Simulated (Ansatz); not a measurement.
Crystal: NiMoIrPdW.

```
CELL_PARAMETERS angstrom
-1.37004 1.37004 9.71647
1.37004 -1.37004 9.71647
1.37004 1.37004 -9.71647
ATOMIC_POSITIONS crystal
Ni 0.19862 0.19862 0.00000
Mo 0.60922 0.60922 0.00000
Pd 0.79310 0.79310 0.00000
Ir 0.39944 0.39944 0.00000
W 0.99565 0.99565 0.00000
```

The cell was built by a generator and needn't be a form met in nature.

| Property | Result |
| --- | --- |
| Program | Ansatz 0.2.0 |
| Task | relaxation of cell and atoms |
| Functional | PBE |
| Dispersion | D3(BJ) |
| Potentials or basis | Ansatz PAW |
| Cutoff | 420 eV (not typed: the program's choice for these potentials) |
| k mesh | 10 × 10 × 10 |
| Occupations | fermi-dirac, width 0.05 eV |
| Spin | collinear spin, ferromagnetic start |
| Starting moments | [1.0, 1.0, 0.0, 0.6, 0.0] μB |

At the start: volume 14.59 Å³/atom.

**Question.** How do energy, volume and symmetry change on relaxing?

**Answer.** It ends after 5 steps and the volume is 14.15 Å³/atom (-3.0 %); space group I4mm (No. 107, to 0.05 Å); moment 0.00 μB per cell.

Step by step:
| step | energy change (eV) | largest force (eV/Å) | volume (Å³) |
| --- | --- | --- | --- |
| 1 | 0.0000 | 0.0561 | 72.95 |
| 2 | -0.0511 | 0.0603 | 71.05 |
| 3 | -0.0525 | 0.0219 | 70.75 |
| 4 | -0.0525 | 0.0064 | 70.76 |
| 5 | -0.0515 | 0.0065 | 70.76 |

Final structure:
```
Ni Mo Pd Ir W
1.0
    -1.35468    1.35468    9.63972
     1.35468   -1.35468    9.63972
     1.35468    1.35468   -9.63972
Ni Mo Pd Ir W
1 1 1 1 1
Direct
  0.19897 0.19897 0.00000
  0.60969 0.60969 0.00000
  0.79284 0.79284 0.00000
  0.39848 0.39848 0.00000
  0.99606 0.99606 0.00000
```

Caveat: the plane-wave basis is chosen anew once the cell has moved, so the energies of steps on either side of that aren't comparable; pairwise dispersion overbinds metals, which lowers pressure and volume; the starting moments weren't kept.
